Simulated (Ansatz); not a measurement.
# H4OSSeSn, SMILES [OH][SnH]([SH])[SeH]: energies of removing a hydrogen

Program: Ansatz 0.2.0, Python API.

Input file `h4ossesn.xyz`:
```text
8

O    -1.43570   -0.59100    0.98700
Sn   -0.34090    0.18040   -0.46650
S     0.30540    2.43140    0.09410
Se    1.80790   -1.27310   -0.72540
H    -0.90960   -0.52800    1.76510
H    -1.23060    0.22010   -1.97240
H     1.00870    1.99080    1.28290
H     0.88700   -2.48780   -1.02060
```

At the Python prompt:
```pycon
>>> import ansatz as az
>>> def energy_of(molecule, charge=0, unpaired=0):
...     calc = (
...         molecule.calculation()
...         .basis(gaussian='def2-TZVP')
...         .functional('cam_b3lyp')
...     )
...     if charge:
...         calc = calc.charge(charge)
...     if unpaired:
...         calc = calc.spin('collinear', total=unpaired)
...     report = calc.run(threads=1).report
...     if report['published_state_doubts']:
...         print('  doubts:', report['published_state_doubts'])
...     return report['free_energy_ev']
...
>>> def without(molecule, index):
...     rest = az.Crystal.molecule()
...     for i, site in enumerate(molecule.cartesian_sites):
...         if i != index:
...             rest = rest.atom(site.symbol, site.position_ang)
...     return rest
...
>>> mol = az.Crystal.molecule_from_extxyz('h4ossesn.xyz')
>>> whole = energy_of(mol, 0)

>>> hydrogen = energy_of(az.Crystal.molecule().atom('H', (0, 0, 0)), 0, 1)
>>> print(f'E(molecule) = {whole:.5f} eV, E(H) = {hydrogen:.5f} eV')
E(molecule) = -84134.17100 eV, E(H) = -13.57334 eV
>>> for index in [4, 5, 6]:
...     radical = energy_of(without(mol, index), 0, 1)
...     print(f'H{index}: homolysis {(radical + hydrogen - whole):.3f} eV')
...     anion = energy_of(without(mol, index), -1)
...     print(f'H{index}: loss of a proton {(anion - whole):.3f} eV')
...
H4: homolysis 5.179 eV
H4: loss of a proton 15.818 eV
H5: homolysis 3.171 eV
H5: loss of a proton 14.239 eV
H6: homolysis 3.852 eV
H6: loss of a proton 14.344 eV
```

What to keep in mind:
- Total energies depend on the basis set; only differences at equal settings carry meaning.
- The geometry is a force-field or estimated start, not a minimum of this method, and the basis set is short of its limit. All parts are taken at fixed geometry, without zero-point energy.
- def2 sets replace the cores of elements past krypton by effective core potentials.
- The spin-orbit lowering of heavy atoms is left out.
- Anions want diffuse functions, which this basis lacks.
- The whole script took 3.1 min on 1 thread of AMD EPYC 7R13 Processor (Zen 3) (shared host), peak memory 1.3 GiB.

(Lines on the test bed's own set-up are left out of the output.)
